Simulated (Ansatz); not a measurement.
**LaSi2 (MoSi2 type): equation of state and elastic constants**

One table from this session's results is given with a row withheld; the runs are named, their logs left out.

Computed with Ansatz 0.2.0 (DFT PBEsol, scalar-relativistic, plane waves, PAW, unless a step's input says otherwise).

## The structure to begin with

The structure is tetragonal, space group I4/mmm (No. 139). The conventional cell has a = 3.402 Å, b = 3.402 Å, c = 10.546 Å, α = 90.00°, β = 90.00°, γ = 90.00°. La (site symmetry 4/mmm) has 10 Si at 3.07 to 3.26 Å and 4 La at 3.40 Å as nearest neighbours. Around Si (site symmetry 4mm) lie 8 Si at 2.56 to 3.40 Å and 5 La at 3.07 to 3.26 Å.

Coordinates:

```xyz
3
Lattice="-1.7012 1.7012 5.2731 1.7012 -1.7012 5.2731 1.7012 1.7012 -5.2731" Properties=species:S:1:pos:R:3 pbc="T T T"
La    0.0000    0.0000    0.0000
Si    0.0000    0.0000    3.0741
Si    0.0000    0.0000    7.4721
```

This cell comes from an earlier session at PBEsol: 20.348 Å³/atom at 0.00 GPa, on a 12×12×12 mesh.

Volume factors to run: 0.980, 1.020, 0.960, 1.040.

Set-up of the first run:

input.yaml reads:

```yaml
crystal:
  lattice:
    - [-1.6897934872, 1.6897934872, 5.2376959414]
    - [1.6897934872, -1.6897934872, 5.2376959414]
    - [1.6897934872, 1.6897934872, -5.2376959414]
  atoms:
    - { symbol: La, position: [0.0, 0.0, 0.0] }
    - { symbol: Si, position: [0.2914908525, 0.2914908525, 0.0] }
    - { symbol: Si, position: [0.7085091475, 0.7085091475, 0.0] }
basis:
  ecutwfc: 420
  ecutrho_ratio: 4
kpoints:
  mp_grid: { grid: [12, 12, 12] }
hamiltonian:
  xc: pbesol
scf:
  occupations: { method: gaussian, width: 0.05 }
output:
  forces: true
  stress: true
  eigenvalues: true
relax:
  f_tol: 0.01
  max_steps: 40
  cell: { stress_tol: 0.1, fix: [volume] }
```

Among the steps run: At 0.980 of the relaxed volume; At 1.020 of the relaxed volume; Scaling the volume by 0.960; Volume × 1.040.

One table of the session follows, with a row left open; its other results are not shown here.

It belongs to the step «The fit». 

| volume (Å³/atom) | energy (meV/atom) | pressure (GPa) |
| --- | --- | --- |
| 19.534 | 9.04 | 3.61 |
| 19.941 | 2.25 | 1.73 |
| 20.348 | 0.00 | 0.00 |
| 20.755 | ? | ? |
| 21.162 | 7.87 | -3.01 |

Q: Estimate the row for volume (Å³/atom) = 20.755 from the others.

Worked estimate for «energy (meV/atom)». A straight line through the neighbours (20.348, 0.00) and (21.162, 7.87) gives 0.00 + (7.87 − 0.00) × (20.755 − 20.348) / (21.162 − 20.348) = 3.94; a parabola fitted to 3 rows on both sides gives 1.87.

The run gave: energy (meV/atom): 2.01; pressure (GPa): -1.58. In «energy (meV/atom)» the line misses by +1.93 and the parabola by -0.14.
